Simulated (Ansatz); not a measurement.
Crystal: Mg6TiW.

```xyz
8
Lattice="4.8094 0.0000 0.0000 0.0000 3.0016 5.5205 0.0000 -3.0016 5.5205" Properties=species:S:1:pos:R:3 pbc="T T T"
W     2.4047    0.0000    7.7046
Ti    0.0000    0.0000    8.8341
Mg    2.4047    0.0000    1.9109
Mg    2.4047    1.5380    4.6939
Mg    2.4047   -1.5380    4.6939
Mg    0.0000    0.0000    3.6237
Mg    0.0000    1.4439    6.3516
Mg    0.0000   -1.4439    6.3516
```

The cell comes from a database or a generator and needn't be the stable form of this composition.

```yaml
Program: Ansatz 0.2.0
Task: single point
Functional: PBE
Potentials_or_basis: Ansatz PAW
Cutoff: "420 eV (not typed: the program's choice for these potentials)"
k_mesh: 6 × 5 × 5
Occupations: fermi-dirac, width 0.05 eV
Spin: no spin polarisation
```

On this cell: pressure 0.0 GPa; largest force 0.045 eV/Å; band gap on the k mesh none (metal or under the smearing width).

The same run follows on a disturbed copy (atoms moved at random, drawn with an rms of 0.05 Å):

```
W Ti Mg
1.0
     4.80940    0.00000    0.00000
     0.00000    3.00156    5.52051
     0.00000   -3.00156    5.52051
W Ti Mg
1 1 6
Direct
  0.49849 0.70214 0.69017
  0.99494 0.79863 0.79885
  0.49947 0.17032 0.17919
  0.50125 0.68877 0.16845
  0.49863 0.16153 0.69027
  0.00183 0.33367 0.33022
  0.00390 0.81216 0.34204
  0.00121 0.33903 0.83283
```

Problem. What does the disturbed cell give?

Solution. The energy (extrapolated to zero smearing) moves by +7.5 meV/atom; pressure 0.4 GPa; largest force 0.526 eV/Å; band gap on the k mesh none (metal or under the smearing width).

Forces on the atoms (eV/Å):
```
W   -0.030 -0.338  0.202
Ti   0.110  0.102  0.301
Mg   0.068  0.127  0.116
Mg   0.009 -0.186 -0.158
Mg   0.022  0.306  0.096
Mg  -0.042 -0.132  0.076
Mg  -0.084  0.116 -0.109
Mg  -0.052  0.006 -0.523
```

Stress tensor (GPa, compression positive):
```
-0.22 -0.01 -0.09
-0.01  0.64  0.14
-0.09  0.14  0.64
```
